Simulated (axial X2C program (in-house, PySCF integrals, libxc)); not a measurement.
**A two-component session on SnGe: properties at the nuclei**

Wanted for SnGe: properties at the nuclei, at the two-component level.

Method: two-component X2C with atomic mean-field terms, Sn dyall-cv3z, Ge dyall-cv3z; program: an in-house X2C program for linear molecules on PySCF integrals.

All values are calculated.

## Step 1: Input

File task.json:

```json
{"zs": [50, 32], "q": 0, "bas": ["dyall-cv3z", "dyall-cv3z"], "r0": 2.61, "levels": ["PBE0", "HF", "PBE50", "LDA", "BP86"], "nst": 3}
```

Keys: zs atomic numbers; q charge; bas basis sets; r0 starting distance in Å; levels methods (HF also brings MP2); nst determinants followed.

On the command line:

```sh
python soeom.py task.json out
```

Further steps of the session: Expectation values, lowest determinant; Expectation values, a higher determinant; Expectation values, a higher determinant.

**Question.** What will these runs give? Wanted: lowest determinant; Eeff magnitude; Ws magnitude Sn; A∥/gI Sn; qzz Sn; higher determinant (for each run or level that gives them).

As calculated:

| quantity | value |
| --- | --- |
| lowest determinant | Ω = 1 (excess of +ω over −ω: ω = -1/2, ω = 3/2) |
| Eeff magnitude (GV/cm), PBE0 | 1.03 |
| Ws magnitude Sn (kHz), PBE0 | 0.605 |
| A∥/gI Sn (MHz), PBE0 | -417 |
| qzz Sn (a.u.), PBE0 | -7.10 |
| higher determinant | Ω = 2 (excess of +ω over −ω: ω = 1/2, ω = 3/2) |
| Eeff magnitude (GV/cm), PBE0, higher determinant | 3.09 |
| Ws magnitude Sn (kHz), PBE0, higher determinant | 1.45 |
| A∥/gI Sn (MHz), PBE0, higher determinant | 246 |
| qzz Sn (a.u.), PBE0, higher determinant | -0.37 |
| higher determinant | Ω = 0 (closed shell) |
| qzz Sn (a.u.), PBE0, higher determinant | -6.63 |
| qzz Ge (a.u.), PBE0, higher determinant | -4.10 |
| μ (D), PBE0, higher determinant | -0.41 |

In words: In the first state, the effective field runs from 0.815 to 2.15 GV/cm over the mean-field levels, so the levels don't agree on it. The expectation values come from single determinants, which for open shells can mix terms of unlike spin or miss the lowest Ω, so a determinant need not be a state. Eeff is the effective electric field on the electron dipole moment in this Ω state and Ws the scalar–pseudoscalar constant (defined with the proton number Z and per Ω); A∥ is the parallel hyperfine constant, which follows by multiplying with the nuclear g factor gI = μI/(I μN); qzz is the electric field gradient, eQq0 = 234.96 MHz × Q/barn × qzz; μ is positive if Ge is the positive end. The operators were transformed with the bare-nucleus X2C matrices.
